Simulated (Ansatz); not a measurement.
# C₂H₅Cl₂Ga: a ladder of functionals and wavefunction methods

One table from this session's results is given with a row withheld; the runs are named, their logs left out.

Method: functionals in def2-TZVPP, the program's frozen cores in correlated methods; program: Ansatz 0.2.0, Gaussian basis.

Levels to be run: LDA (SPW92), PBE-D4, revPBE-D4, BLYP-D4, r2SCAN-D4, B97M-V, PBE0-D4, B3LYP-D4, r2SCANh-D4, r2SCAN0-D4, HSE06-D4, BHLYP-D4, CAM-B3LYP-D4, LC-ωPBE, ωB97X-V, ωB97M-V, B2PLYP, PBE-QIDH; CCSD(T)/def2-SVP; CCSD(T)/def2-TZVPP; MP2/def2-QZVPP; extrapolation to the limit; RPA on PBE.

## The relaxed structure

An earlier PBE0-D4 in a triple-zeta def2 set relaxation fixed the geometry.

SMILES `C[CH2][Ga]([Cl])[Cl]`, 10 atoms, charge 0, spin multiplicity 1.

Atoms are counted from 1 here; the program's logs count them from 0.

Bond lengths: C1–C2 1.522 Å, C1–H6 1.092 Å, C1–H7 1.093 Å, C1–H8 1.092 Å, C2–Ga3 1.956 Å, C2–H9 1.094 Å, C2–H10 1.094 Å, Ga3–Cl4 2.142 Å, Ga3–Cl5 2.140 Å. Angles: C2–C1–H6 111.8°, C2–C1–H7 110.8°, C2–C1–H8 111.8°, H6–C1–H7 107.6°, H6–C1–H8 107.0°, H7–C1–H8 107.6°, C1–C2–Ga3 114.4°, C1–C2–H9 111.7°, C1–C2–H10 111.7°, Ga3–C2–H9 106.3°, Ga3–C2–H10 106.3°, H9–C2–H10 105.8°, C2–Ga3–Cl4 122.5°, C2–Ga3–Cl5 123.5°, Cl4–Ga3–Cl5 114.0°.

The first run:

Contents of in.yaml:

```yaml
crystal:
  periodic: [false, false, false]
  atoms:
    - {symbol: C, position_ang: [0.183495, -1.173576, 0.685324]}
    - {symbol: C, position_ang: [0.543264, 0.272243, 0.374176]}
    - {symbol: Ga, position_ang: [-0.568168, 1.103948, -1.004254]}
    - {symbol: Cl, position_ang: [-2.157024, 0.057562, -1.987891]}
    - {symbol: Cl, position_ang: [-0.314184, 3.123019, -1.665990]}
    - {symbol: H, position_ang: [-0.844862, -1.268560, 1.039924]}
    - {symbol: H, position_ang: [0.838933, -1.578991, 1.460981]}
    - {symbol: H, position_ang: [0.278460, -1.813640, -0.194199]}
    - {symbol: H, position_ang: [1.578491, 0.367929, 0.032127]}
    - {symbol: H, position_ang: [0.461585, 0.910076, 1.259802]}
basis:
  gaussian: {orbitals: def2-TZVPP}
hamiltonian: {xc: lda}
output: {orbitals: {seedname: orbitals}}
```

Run with:

```sh
> ansatz run in.yaml --threads 4 --pin off --events-out ev --progress --plain --max-ram 10444MiB
```

Steps of the session up to this table: LDA; PBE-D4 (GGA); revPBE-D4 (GGA); BLYP-D4 (GGA); r2SCAN-D4 (meta-GGA); B97M-V (meta-GGA); PBE0-D4 (hybrid); B3LYP-D4 (hybrid); r2SCANh-D4 (hybrid); r2SCAN0-D4 (hybrid); HSE06-D4 (hybrid); BHLYP-D4 (hybrid); CAM-B3LYP-D4 (range-separated); LC-ωPBE (range-separated); ωB97X-V (range-separated); ωB97M-V (range-separated); B2PLYP (double hybrid); PBE-QIDH (double hybrid).

One table of the session follows, with a row left open; its other results are not shown here.

It belongs to the step «Orbital energies across the functionals». 

```
  functional  HOMO (eV)  gap (eV)
 LDA (SPW92)      -7.32      5.07
      PBE-D4      -7.16      5.21
   revPBE-D4      -7.10      5.28
     BLYP-D4      -7.02      5.14
   r2SCAN-D4      -7.45      5.73
      B97M-V      -7.51      5.65
     PBE0-D4      -8.41      7.24
    B3LYP-D4          ?         ?
  r2SCANh-D4      -7.91      6.46
  r2SCAN0-D4      -8.60      7.57
    HSE06-D4      -8.01      6.48
    BHLYP-D4      -9.54      9.14
CAM-B3LYP-D4      -9.73      9.47
     LC-ωPBE     -11.07     11.99
     ωB97X-V     -10.71     11.48
     ωB97M-V     -10.56     11.12
```

Q: Estimate the row for B3LYP-D4 from the others.

Worked estimate for «HOMO (eV)». Against the share of exact exchange, BLYP-D4 (0, -7.02), BHLYP-D4 (0.5, -9.54) give a slope of -5.04 per unit share; at 0.2 the line stands at -8.03.

**Answer.** HOMO (eV): -8.18; gap (eV): 6.76. In «HOMO (eV)» the line misses by +0.15.
